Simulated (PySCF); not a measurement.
# C₅H₆BN: electronic excitations and core binding energies

Wanted: the electronic excitations and core binding energies of C₅H₆BN (`C#CB(C#C)NC`), by calculation.

Programs: PySCF 2.14.0, with density-fitted response routines of our own. Each step states its level of theory. These are calculated values for one molecule in the gas phase, unless marked as measured. Atoms are numbered from 0 throughout.

## Step 1: The molecule as given

13 atoms, charge 0, multiplicity 1; geometry from: GFN2-xTB.

Bonds of the start (Å): C0–C1 1.20, C1–B2 1.52, B2–C3 1.52, C3–C4 1.20, B2–N5 1.39, N5–C6 1.44, C0–H7 1.05, C4–H8 1.05, N5–H9 1.01, C6–H10 1.09, C6–H11 1.09, C6–H12 1.09.

## Step 2: Excited states and response: PBE0/def2-SVPD

Job settings and geometry (Å):

```
{"job": {"kind": "uv", "xc": "PBE0", "basis": "def2-SVPD", "nstates": 8, "ntriplets": 3}, "charge": 0, "multiplicity": 1}
C      1.995545     2.396096     0.791898
C      1.286220     1.473053     0.489374
B      0.404406     0.291767     0.108707
C      1.044500    -1.056642    -0.190316
C      1.560948    -2.116714    -0.427882
N     -0.971252     0.456067     0.039229
C     -1.952880    -0.542311    -0.302794
H      2.616439     3.203153     1.056178
H      2.016449    -3.041868    -0.635925
H     -1.380217     1.358834     0.234114
H     -1.449873    -1.493732    -0.466305
H     -2.489697    -0.265977    -1.215737
H     -2.684976    -0.661239     0.501731
```

With the program's defaults for keys left out, this is: TDDFT PBE0/def2-SVPD, vertical, gas phase, core orbitals frozen in the response.

Launch:

```
> OMP_NUM_THREADS=1 python probes_run.py task.json out
```

The driver reads the jobs from task.json and runs them one after another.

Log:

```text
coarse grid: 11304 points
cycle   1  E = -273.0443233510  dE =  8.308e-01  |g| = 4.522e-01  |ddm| = 1.400e+01
cycle   2  E = -273.0180771984  dE =  2.625e-02  |g| = 5.478e-01  |ddm| = 2.403e+00
cycle   3  E = -273.0863949798  dE = -6.832e-02  |g| = 2.461e-01  |ddm| = 1.269e+00
cycle   4  E = -273.1020679916  dE = -1.567e-02  |g| = 2.488e-02  |ddm| = 4.160e-01
cycle   5  E = -273.1022042982  dE = -1.363e-04  |g| = 9.799e-03  |ddm| = 7.383e-02
cycle   6  E = -273.1022239287  dE = -1.963e-05  |g| = 4.082e-03  |ddm| = 2.145e-02
cycle   7  E = -273.1022277460  dE = -3.817e-06  |g| = 6.861e-04  |ddm| = 7.237e-03
final grid: 110472 points
cycle   8  E = -273.1422109622  dE = -3.217e-05  |g| = 6.015e-03  |ddm| = 1.443e-01
cycle   9  E = -273.1422088858  dE =  2.076e-06  |g| = 6.870e-03  |ddm| = 2.501e-02
cycle  10  E = -273.1422200176  dE = -1.113e-05  |g| = 1.474e-03  |ddm| = 1.075e-02
cycle  11  E = -273.1422205574  dE = -5.398e-07  |g| = 2.832e-04  |ddm| = 2.657e-03
cycle  12  E = -273.1422205713  dE = -1.393e-08  |g| = 1.598e-04  |ddm| = 7.600e-04
cycle  13  E = -273.1422205775  dE = -6.180e-09  |g| = 4.376e-05  |ddm| = 2.694e-04
cycle  14  E = -273.1422205779  dE = -3.729e-10  |g| = 1.997e-05  |ddm| = 1.193e-04
converged SCF energy = -273.1422205779

Static polarisability (au): isotropic 80.409, principal 52.022 87.668 101.537

Singlet excitations
state   eV       nm        f      main configurations
  1   5.0180    247.1   0.00001   H-1->L 0.97
  2   5.4163    228.9   0.00021   H-3->L 0.94
  3   5.5684    222.7   0.19501   H->L 0.89
  4   5.7404    216.0   0.08758   H-2->L 0.80, H-1->L+1 0.09
  5   6.3906    194.0   0.00006   H->L+1 0.86
  6   6.6820    185.5   0.00000   H-2->L+1 0.58, H-2->L+2 0.25
  7   6.9091    179.5   0.00589   H->L+2 0.78, H->L+1 0.09
  8   6.9907    177.4   0.10101   H-4->L 0.70, H-3->L+1 0.09

Triplet excitations (Tamm-Dancoff, eV): 4.1002 4.4966 4.6811
```

It took 50 s on 1 thread of Arm Neoverse N1, shared host; peak memory 0.74 GiB.

Frontier orbitals and where they lie:

```csv
orbital,eV,atoms
HOMO−3,-8.29,"C3 24 %, C4 23 %, C1 19 %"
HOMO−2,-8.07,"C4 24 %, C3 24 %, C1 21 %"
HOMO−1,-7.85,"C0 26 %, C1 25 %, C4 21 %"
HOMO,-7.49,"N5 38 %, C0 12 %, C1 11 %"
LUMO,-1.18,"B2 21 %, C4 15 %, C3 14 %"
LUMO+1,0.30,"B2 23 %, C0 12 %, C4 12 %"
LUMO+2,0.70,"B2 20 %, C0 13 %, C4 13 %"
```

With each of the 8 states as a Gaussian band of 0.4 eV half-width at 1/e, the curve within the window shown has maxima at 221 nm (ε 11,000), 177 nm (ε 4,300) L/(mol cm). Beyond the last state computed it falls off for lack of states. The curve at chosen wavelengths:

nm, ε (L/mol/cm) and a bar:
```
      170       2426 #######
      174       3844 ###########
      179       4218 ############
      183       3260 #########
      188       1699 #####
      192        954 ###
      196        930 ###
      201       2051 ######
      205       3890 ###########
      210       6947 ###################
      214       9267 ##########################
      218      10730 ##############################
      223      10781 ##############################
      227       9523 ##########################
      232       7073 ####################
      236       5035 ##############
      240       3305 #########
      245       1763 #####
      249        992 ###
      254        445 #
      258        222 #
      262        106 
      267         39 
      271         17 
      276          6 
      280          2
```

Leading natural transition orbitals of singlet state 3: the hole lies on N5 30 %; C0, C1 about 19 % each; C4 7 %; the particle on B2 28 %; C0, C4 about 15 % each; C1, C3 about 9 % each.

Leading natural transition orbitals of singlet state 1: the hole lies on C0, C1, C4 about 24 % each; C3 20 %; the particle on B2 28 %; C0, C4 about 15 % each; N5 10 %.

Further results of this job:

```csv
property,computed
dipole moment (D),1.69
polarisability (Å³),11.92
HOMO–LUMO gap (eV),6.31
−ε(HOMO) (eV),7.49
```

Orbitals, density, ELF and potential are computed afterwards from the orbital file.

Frontier orbitals at PBE0/def2-SVPD, with the share of their density that lies nearest to each atom:

```csv
orbital,energy (eV),lies on
HOMO,-7.49,"N5 40 %; C0 13 %; C1, C4 about 9 % each"
LUMO,-1.18,"B2 30 %; C0, C4 about 14 % each; N5 11 %"
```

ELF in a plane through or near 11 of the atoms.

Ten even steps from '0' (0.00) to '9' (1.00):
```
0000000000000000000000000000
0000000000000000000000000000
0000000000000000000000000000
0000000000000000000000000000
0000000000000000000000000000
0000000000001661000000000000
0000000122005996001000000000
0000786566401897456300000000
0005999588651654753400000000
0004998372291385489710000000
0000356787781130399940000000
0000003444118876016700000000
0000000110026137510000000000
0000000000148825640000000000
0000000000147645620000000000
0000000000013799930000000000
0000000000000599930000000000
0000000000000012000000000000
0000000000000000000000000000
0000000000000000000000000000
```
The map spans 13.6 Å across and 12.5 Å up, centred on the molecule. Atoms in the plane (x, y in Å): C0 (-3.2, 0.5), C1 (-2.0, 0.3), B2 (-0.5, 0.0), C3 (0.0, -1.5), C4 (0.3, -2.6), N5 (0.4, 1.0), C6 (1.9, 0.9), H7 (-4.2, 0.7), H8 (0.6, -3.7), H9 (0.1, 1.9), H10 (2.1, -0.2).

On the surface of density 0.002 e/bohr³ the electrostatic potential runs, from the 1st to the 99th percentile, from -1.07 V near C1 to 1.67 V near H9.

## Step 3: Core holes by ΔSCF: SCAN, X2C

Same as in step 2 but for these lines:

```diff
@@ -1,2 +1,2 @@
-{"job": {"kind": "uv", "xc": "PBE0", "basis": "def2-SVPD", "nstates": 8, "ntriplets": 3}, "charge": 0, "multiplicity": 1}
+{"job": {"kind": "xps"}, "charge": 0, "multiplicity": 1}
 C      1.995545     2.396096     0.791898
```

Level: delta-SCF UKS SCAN, pcX-2 on the ionised atom, pcseg-1 elsewhere, spin-free X2C.

Log:

```text
ground state, core basis on atom 0 (C), 159 functions
  cycle   1  E = -273.50379749  |g| = 5.90e-01
  cycle   2  E = -273.40936932  |g| = 8.08e-01
  cycle   3  E = -273.54910249  |g| = 4.31e-01
  cycle   4  E = -273.60063706  |g| = 2.86e-02
  cycle   5  E = -273.60075132  |g| = 1.81e-02
  cycle   6  E = -273.60081217  |g| = 1.05e-02
  cycle   7  E = -273.60083849  |g| = 3.38e-03
  cycle   8  E = -273.60084073  |g| = 2.07e-03
  cycle   9  E = -273.60084228  |g| = 4.43e-04
  E(ground) = -273.61426091 Eh
hole in C 1s of atom 0
  cycle   1  E = -262.36361186  |g| = 1.50e+00
  cycle   2  E = -258.16775435  |g| = 2.59e+00
  cycle   3  E = -262.22317273  |g| = 1.05e+00
  cycle   4  E = -262.80446317  |g| = 5.36e-01
  cycle   5  E = -262.82400128  |g| = 4.81e-01
  cycle   6  E = -262.92663223  |g| = 1.79e-01
  cycle   7  E = -262.94336861  |g| = 5.01e-02
  cycle   8  E = -262.94457747  |g| = 3.23e-02
  cycle   9  E = -262.94523374  |g| = 1.44e-02
  cycle  10  E = -262.94546297  |g| = 7.20e-03
  cycle  11  E = -262.94556202  |g| = 3.96e-03
  cycle  12  E = -262.94560177  |g| = 2.18e-03
  cycle  13  E = -262.94560753  |g| = 9.56e-04
  cycle  14  E = -262.94560947  |g| = 4.56e-04
  E(ion) = -262.95840294 Eh   <S^2> = 0.8390   hole on atom = 1.000   binding energy = 289.961 eV
ground state, core basis on atom 1 (C), 159 functions
  cycle   1  E = -273.60042527  |g| = 6.79e-02
  cycle   2  E = -273.59766085  |g| = 1.09e-01
  cycle   3  E = -273.60027589  |g| = 4.47e-02
  cycle   4  E = -273.60072189  |g| = 1.88e-02
  cycle   5  E = -273.60081722  |g| = 2.70e-03
  cycle   6  E = -273.60082052  |g| = 3.33e-04
  E(ground) = -273.61430832 Eh
hole in C 1s of atom 1
  cycle   1  E = -262.37711535  |g| = 1.51e+00
  cycle   2  E = -257.42068619  |g| = 2.73e+00
  cycle   3  E = -261.17597455  |g| = 1.61e+00
  cycle   4  E = -262.90546483  |g| = 2.34e-01
  cycle   5  E = -262.92169054  |g| = 2.26e-01
  cycle   6  E = -262.94011752  |g| = 1.10e-01
  cycle   7  E = -262.94473980  |g| = 5.48e-02
  cycle   8  E = -262.94642257  |g| = 2.32e-02
  cycle   9  E = -262.94679719  |g| = 1.11e-02
  cycle  10  E = -262.94703767  |g| = 7.18e-03
  cycle  11  E = -262.94713449  |g| = 6.56e-03
  cycle  12  E = -262.94717818  |g| = 2.88e-03
  cycle  13  E = -262.94718772  |g| = 1.41e-03
  cycle  14  E = -262.94718995  |g| = 5.68e-04
  cycle  15  E = -262.94719029  |g| = 3.61e-04
  E(ion) = -262.95953710 Eh   <S^2> = 0.8618   hole on atom = 1.000   binding energy = 289.931 eV
ground state, core basis on atom 2 (B), 159 functions
  cycle   1  E = -273.59104738  |g| = 5.64e-02
  cycle   2  E = -273.58917859  |g| = 9.03e-02
  cycle   3  E = -273.59091568  |g| = 4.18e-02
  cycle   4  E = -273.59132927  |g| = 1.56e-02
  cycle   5  E = -273.59138573  |g| = 4.84e-03
  cycle   6  E = -273.59139225  |g| = 1.06e-03
  cycle   7  E = -273.59139238  |g| = 3.57e-04
  E(ground) = -273.60482068 Eh
hole in B 1s of atom 2
  cycle   1  E = -265.97638120  |g| = 1.19e+00
  cycle   2  E = -264.67436399  |g| = 1.88e+00
  cycle   3  E = -266.04636174  |g| = 7.85e-01
  cycle   4  E = -266.27547337  |g| = 4.55e-01
  cycle   5  E = -266.38228022  |g| = 1.34e-01
  cycle   6  E = -266.38890802  |g| = 7.27e-02
  cycle   7  E = -266.39174543  |g| = 2.00e-02
  cycle   8  E = -266.39213448  |g| = 8.47e-03
  cycle   9  E = -266.39232501  |g| = 7.61e-03
  cycle  10  E = -266.39242760  |g| = 7.87e-03
  cycle  11  E = -266.39257067  |g| = 4.45e-03
  cycle  12  E = -266.39264684  |g| = 3.42e-03
  cycle  13  E = -266.39268518  |g| = 2.38e-03
  cycle  14  E = -266.39270971  |g| = 1.49e-03
  cycle  15  E = -266.39272077  |g| = 1.43e-03
  cycle  16  E = -266.39272272  |g| = 8.33e-04
  cycle  17  E = -266.39272173  |g| = 6.06e-04
  cycle  18  E = -266.39272316  |g| = 3.36e-04
  E(ion) = -266.40709557 Eh   <S^2> = 0.8632   hole on atom = 1.000   binding energy = 195.860 eV
ground state, core basis on atom 5 (N), 159 functions
  cycle   1  E = -273.60975854  |g| = 7.24e-02
  cycle   2  E = -273.60975208  |g| = 1.27e-02
  cycle   3  E = -273.60969163  |g| = 1.95e-02
  cycle   4  E = -273.60977509  |g| = 8.61e-03
  cycle   5  E = -273.60979444  |g| = 1.04e-03
  cycle   6  E = -273.60979439  |g| = 3.30e-04
  E(ground) = -273.62000932 Eh
hole in N 1s of atom 5
  cycle   1  E = -258.00844132  |g| = 1.87e+00
  cycle   2  E = -256.81682526  |g| = 2.32e+00
  cycle   3  E = -258.42384053  |g| = 7.48e-01
  cycle   4  E = -258.35969466  |g| = 8.00e-01
  cycle   5  E = -258.71690552  |g| = 1.36e-01
  cycle   6  E = -258.72603172  |g| = 4.68e-02
  cycle   7  E = -258.72676294  |g| = 3.13e-02
  cycle   8  E = -258.72730713  |g| = 8.88e-03
  cycle   9  E = -258.72735212  |g| = 2.13e-03
  cycle  10  E = -258.72735460  |g| = 1.01e-03
  cycle  11  E = -258.72735606  |g| = 5.79e-04
  cycle  12  E = -258.72735602  |g| = 2.90e-04
  E(ion) = -258.73629777 Eh   <S^2> = 0.7651   hole on atom = 1.000   binding energy = 405.006 eV
ground state, core basis on atom 6 (C), 159 functions
  cycle   1  E = -273.59720223  |g| = 5.60e-02
  cycle   2  E = -273.59718475  |g| = 1.36e-02
  cycle   3  E = -273.59707966  |g| = 2.42e-02
  cycle   4  E = -273.59720920  |g| = 8.67e-03
  cycle   5  E = -273.59723089  |g| = 5.52e-04
  cycle   6  E = -273.59722966  |g| = 3.58e-04
  E(ground) = -273.60914266 Eh
hole in C 1s of atom 6
  cycle   1  E = -262.32230993  |g| = 1.50e+00
  cycle   2  E = -259.52837787  |g| = 2.54e+00
  cycle   3  E = -262.16488173  |g| = 1.08e+00
  cycle   4  E = -262.76977808  |g| = 4.91e-01
  cycle   5  E = -262.81381104  |g| = 3.42e-01
  cycle   6  E = -262.85434621  |g| = 2.14e-01
  cycle   7  E = -262.87830439  |g| = 2.93e-02
  cycle   8  E = -262.87871948  |g| = 1.10e-02
  cycle   9  E = -262.87875621  |g| = 8.06e-03
  cycle  10  E = -262.87878659  |g| = 3.62e-03
  cycle  11  E = -262.87879551  |g| = 1.19e-03
  cycle  12  E = -262.87879702  |g| = 4.57e-04
  E(ion) = -262.88913849 Eh   <S^2> = 0.7687   hole on atom = 1.000   binding energy = 291.706 eV
```

Run time: 1.8 min. Hardware: 1 thread of Arm Neoverse N1, shared host; peak memory 0.47 GiB.

Binding energies by hole, beside the orbital energy of the ground state; the difference holds orbital relaxation and, for a density functional, its self-interaction error:

```csv
hole,stands for,environment,ΔSCF (eV),−ε (eV),⟨S²⟩
C1s on C0,"C0, C4",terminal alkyne carbon,289.96,273.4,0.839
C1s on C1,"C1, C3",alkyne carbon,289.93 (doubtful),273.0,0.862
B1s on B2,B2,"boron bonded to 2 C, N",195.86 (doubtful),180.3,0.863
N1s on N5,N5,"nitrogen bonded to C, B, H",405.01,386.4,0.765
C1s on C6,C6,methyl carbon bonded to N,291.71,274.5,0.769
```

Each hole run stands for the others of its class of like atoms.

Doubtful: the ion did not converge, its hole moved, or its ⟨S²⟩ is well above 0.75.

## Step 4: What came out

| quantity | value |
| --- | --- |
| lowest singlet (PBE0/def2-SVPD) | 5.02 eV (247 nm), f = 0.000 |
| brightest single state of those computed | state 3, 5.57 eV, f = 0.195 |
| lowest triplet | 4.10 eV |
| surface potential, 1st and 99th percentile | -1.07 V and 1.67 V |
| C1s binding energies, SCAN/pcX-2 (standing for 3 of 5 atoms) | C6 291.71, C0 289.96 eV |
| N1s binding energies, SCAN/pcX-2 | N5 405.01 eV |

In words: The lowest singlet, at 5.02 eV, is HOMO−1→LUMO 0.97 and is dark; of the 8 states computed, the strongest absorption comes from state 3 at 5.57 eV (the last state computed is bright too, and its partners may lie past the list). The lowest triplet lies 0.92 eV below the lowest singlet (triplets in Tamm-Dancoff, singlets in full TDDFT). By nearest atom (PBE0/def2-SVPD), the HOMO sits on N5 40 %; C0 13 % and the LUMO on B2 30 %; C0, C4 about 14 % each. C6 (methyl carbon bonded to N) binds its C1s electron 1.75 eV more tightly than C0 (terminal alkyne carbon). Only 3 of the 5 C atoms are covered by sound results.
